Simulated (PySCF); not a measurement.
# LiSn: bond curves at several levels of theory

An exercise on one series of results from a longer session: the logs are not shown, and one member is left open.

The runs use PySCF 2.14.0; Li aug-cc-pVDZ, Sn aug-cc-pVDZ-PP with ECP28, scalar-relativistic core potentials.

Set-up of the first run:

Settings of the job:

| Property | Result |
| --- | --- |
| atoms | Li, Sn |
| charge | 0 |
| basis | Li aug-cc-pVDZ, Sn aug-cc-pVDZ-PP with ECP28 |
| Hamiltonian | scalar-relativistic core potentials |
| basis functions | 55 |
| electrons treated | 25 |
| masses in u | 7.0160, 119.9022 |
| levels | PBE0, PBE, r²SCAN, revPBE, M06-2X, B3LYP, HF, MP2, SCS-MP2, CCSD, CCSD(T) |
| grid | 80 radial by 434 angular points |
| occupations | held fixed by the projection of orbital angular momentum |
| dissociation limit | Li + Sn, each in its ground configuration |
| starting distance in angstrom | 2.635 |
| values of 2S to try | 1, 3 |

Started as:

```sh
> OMP_NUM_THREADS=1 python dia.py task.json out
```

Steps of the session up to this table: Input; First curve: PBE0; Other states along the same grid; PBE; r²SCAN (meta-GGA); revPBE (GGA); M06-2X (hybrid meta-GGA); B3LYP (global hybrid GGA); UHF; MP2 and coupled cluster.

One table of the session follows, with a row left open; its other results are not shown here.

It belongs to the step «The curves together». Energy (eV) from each level's lowest point:

```
R (Å)    UHF  UHF-MP2  UHF-SCS-MP2  UHF-CCSD  UHF-CCSD(T)
2.236  0.371    0.314        0.301       n/a          n/a
2.340  0.178    0.145        0.137     0.144        0.146
2.444  0.065    0.049        0.045     0.049        0.050
2.522  0.019    0.012        0.010     0.012        0.013
2.600  0.000    0.000        0.000     0.000        0.000
2.678  0.002    0.008        0.009     0.007        0.006
2.782      ?        ?            ?         ?            ?
2.912  0.091    0.115        0.118     0.109        0.108
3.068  0.192    0.230        0.232     0.219        0.218
3.276  0.346    0.408        0.407       n/a          n/a
```

Q: Estimate the row for R (Å) = 2.782 from the others.

Worked estimate for «UHF». A straight line through the neighbours (2.678, 0.002) and (2.912, 0.091) gives 0.002 + (0.091 − 0.002) × (2.782 − 2.678) / (2.912 − 2.678) = 0.042; a parabola fitted to 4 rows on both sides gives 0.032.

**Answer.** UHF: 0.029; UHF-MP2: 0.043; UHF-SCS-MP2: 0.045; UHF-CCSD: 0.040; UHF-CCSD(T): 0.039. In «UHF» the line misses by +0.013 and the parabola by +0.003.
